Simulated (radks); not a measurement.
# The first electron to leave Sr⁸⁺

Sr⁸⁺ stands in [Ar] 3d10 4s2. From which sub-shell is an electron easiest to take? Each removal is a run of its own. The parent's configuration is the lowest that an earlier search found at this level.

Method: Dirac Kohn-Sham, relativistic LDA (MacDonald-Vosko exchange, VWN5 correlation), spin-unpolarised, spherical densities, finite nucleus. Code: radks (a radial shooting solver on a logarithmic mesh, Libxc functionals) version 1.

2 further runs of the same task are left out: 2 set aside as unsound or not needed.

### 1 The atom as given

- element: strontium (Z = 38)
- charge: +8
- electrons: 30
- configuration: [Ar] 3d10 4s2
- nuclear rms radius: 4.224 fm

A shell typed twice in an input gives the lower j, then the higher j.

### 2 The parent, Sr⁸⁺

The parent was computed earlier with the same settings: E = -3154.188700 hartree. Its outer levels (eV):

| level | occupation | energy (eV) |
| --- | --- | --- |
| 2p1/2 | 2 | -2090.4 |
| 2p3/2 | 4 | -2022.5 |
| 3s1/2 | 2 | -459.89 |
| 3p1/2 | 2 | -390.57 |
| 3p3/2 | 4 | -380.01 |
| 3d3/2 | 4 | -257.20 |
| 3d5/2 | 6 | -255.33 |
| 4s1/2 | 2 | -151.04 |

### 3 Remove 4s1/2: [Ar] 3d10 4s1

The run's settings:

```text
Z 38
configuration [Ar] 3d10 4s1
relativity Dirac
functional lda_x_rel,vwn5
spin unpolarised
j_filling energy
nucleus finite rms 4.224 fm
c 137.035999084
```

### 4 Remove 3d5/2: [Ar] 3d(3/2: 4, 5/2: 5) 4s2

Input: that of step 3 with these lines changed.

```diff
@@ -1,3 +1,3 @@
 Z 38
-configuration [Ar] 3d10 4s1
+configuration [Ar] 3d4 3d5 4s2
 relativity Dirac
```

### 5 Remove 3d3/2: [Ar] 3d(3/2: 3, 5/2: 6) 4s2

Input: that of step 4 with these lines changed.

```diff
@@ -1,3 +1,3 @@
 Z 38
-configuration [Ar] 3d4 3d5 4s2
+configuration [Ar] 3d3 3d6 4s2
 relativity Dirac
```

### 6 Remove 3p3/2: [Ne] 3s2 3p(1/2: 2, 3/2: 3) 3d10 4s2

Input: that of step 5 with these lines changed.

```diff
@@ -1,3 +1,3 @@
 Z 38
-configuration [Ar] 3d3 3d6 4s2
+configuration [Ne] 3s2 3p2 3p3 3d10 4s2
 relativity Dirac
```

**Question.** What will these runs give? Wanted: for each run, case; final configuration; Δ-SCF; −ε of the level emptied.

The runs gave:

| case | final configuration | Δ-SCF (eV) | −ε of the level emptied (eV) |
| --- | --- | --- | --- |
| remove 4s1/2 | [Ar] 3d10 4s1 | 160.22 | 151.04 |
| remove 3d5/2 | [Ar] 3d(3/2: 4, 5/2: 5) 4s2 | 275.26 | 255.33 |
| remove 3d3/2 | [Ar] 3d(3/2: 3, 5/2: 6) 4s2 | 277.23 | 257.20 |
| remove 3p3/2 | [Ne] 3s2 3p(1/2: 2, 3/2: 3) 3d10 4s2 | 399.66 | 380.01 |

**Reading.** The 4s1/2 electron leaves first, at 160.22 eV; the next cheapest, 3d5/2, costs 275.26 eV. 4s1/2 is also the highest occupied level of the parent. NIST lists 158.3 eV (semi-empirical), between the same two configurations. Spin polarisation and multiplet splitting are left out, so open shells lie too high by an amount that depends on their filling.
